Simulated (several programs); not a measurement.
## Many methods on one cell: CdHgS2 (ordering on zincblende)

An ordered 4-atom cell of CdHgS2 on the zincblende lattice (P-4m2), relaxed with r2SCAN in Ansatz, was computed with several methods. Space group P-4m2 (No. 115), tetragonal; a = 4.181 Å, c = 5.884 Å in the conventional setting, 25.71 Å³ an atom. Cd has 4 S at 2.54 Å; S has 2 Cd at 2.54 Å and 2 Hg at 2.57 Å; Hg has 4 S at 2.57 Å. All values are calculated for a non-magnetic cell, which may be hypothetical.

```
Cd S Hg
1.0
     4.18085    0.00000    0.00000
     0.00000    4.18085    0.00000
     0.00000    0.00000    5.88430
Cd S Hg
1 2 1
Direct
  0.00000 0.00000 0.00000
  0.00000 0.50000 0.24656
  0.50000 0.00000 0.75344
  0.50000 0.50000 0.50000
```

Gaps and times are for a single point on this cell; volume and bulk modulus come from each method's own relaxation or energy curve at fixed shape, which is too stiff where a cell has free coordinates or axes. Times are rough, from shared hosts (Arm Neoverse V1; Intel Xeon Platinum 8259CL CPU @ 2.50GHz), and each method has its own mesh and cell size. A dagger marks a closed or tiny gap in a crystal that DFT finds insulating: a failure of the method or a wrong SCF state. A double dagger marks a value from a curve with shape and coordinates held. PM6 (MOPAC), PM7 (MOPAC), GFN1-xTB (tblite), GFN2-xTB (tblite) treat a cluster of cells at its zone centre, which samples few k points: where these miss a band edge, the gap comes out too large for that reason alone. Gaps from k meshes are read at a limited set of points (mesh, symmetry points, PBE's band edges), so each method's own least gap may be somewhat smaller. Force fields have no electrons; where one was fitted to this phase, its volume and modulus reflect the fit. xTB and the PM methods were fitted mostly to molecules, and can miss a solid's gap by electronvolts. Minimal bases can be far off for gaps. Times of the plane-wave ladder aren't listed, since it ran on unlike processors and cards. GLLB-SC's gap includes the derivative discontinuity. G0W0 is at finite bands, cutoff and mesh. d marks a direct gap, i an indirect one (no mark: not told apart), a dash a value that wasn't computed or didn't pass its checks.

| method | kind | gap (eV) | own volume (Å³/atom) | bulk modulus (GPa) | atoms computed | processor time |
| --- | --- | --- | --- | --- | --- | --- |
| CdTeZnSeHgS0.sw (LAMMPS) | force field | – | 24.98 | 65‡ | 4 | 0.12 s |
| GFN1-xTB (tblite) | tight binding | 0.00† | 26.18‡ | 46‡ | cluster | 1.5 s |
| light PBE (260 eV and a coarse mesh) | light plane-wave | 0.22 d | – | – | 4 | 1.7 s |
| GFN2-xTB (tblite) | tight binding | 0.00† | – | – | cluster | 2.4 s |
| PM7 (MOPAC) | semi-empirical | 6.01 | 24.13‡ | 103‡ | cluster | 3.1 s |
| PBE/SZV (CP2K) | small basis | 0.04 d | 25.95‡ | 73‡ | 4 | 6.5 s |
| PBE | semilocal | 0.27 d | 26.44 | 52‡ | 4 | – |
| PBE/single zeta (GPAW) | small basis | 0.28 d | – | – | 4 | 16 s |
| PM6 (MOPAC) | semi-empirical | 3.39 | – | – | cluster | 18 s |
| PBE/DZVP (CP2K) | small basis | 0.26 d | 26.87‡ | 51‡ | 4 | 19 s |
| GLLB-SC (GPAW) | model potential | 1.06 | – | – | 4 | 25 s |
| r2SCAN | semilocal | 0.62 d | 25.71 | 60‡ | 4 | – |
| PBE+SOC | semilocal | 0.25 d | – | – | 4 | – |
| HSE06 | hybrid | 1.20 d | – | – | 4 | – |
| PBE0 | hybrid | 1.84 d | – | – | 4 | – |
| G0W0@PBE (120 eV screening cutoff) | many-body | 0.63 | – | – | 4 | – |

Against HSE06 (1.20 eV) and with closed or daggered gaps left aside, the nearest gap at the points sampled is that of GLLB-SC (GPAW) (-0.14 eV) and the farthest that of PM7 (MOPAC) (+4.81 eV). HSE06 is only a yardstick of convenience, and nearness to it can be luck.

Volumes against r2SCAN's: CdTeZnSeHgS0.sw (LAMMPS) -2.8 %, PBE +2.8 %.

Only the rows marked +SOC include spin-orbit coupling.
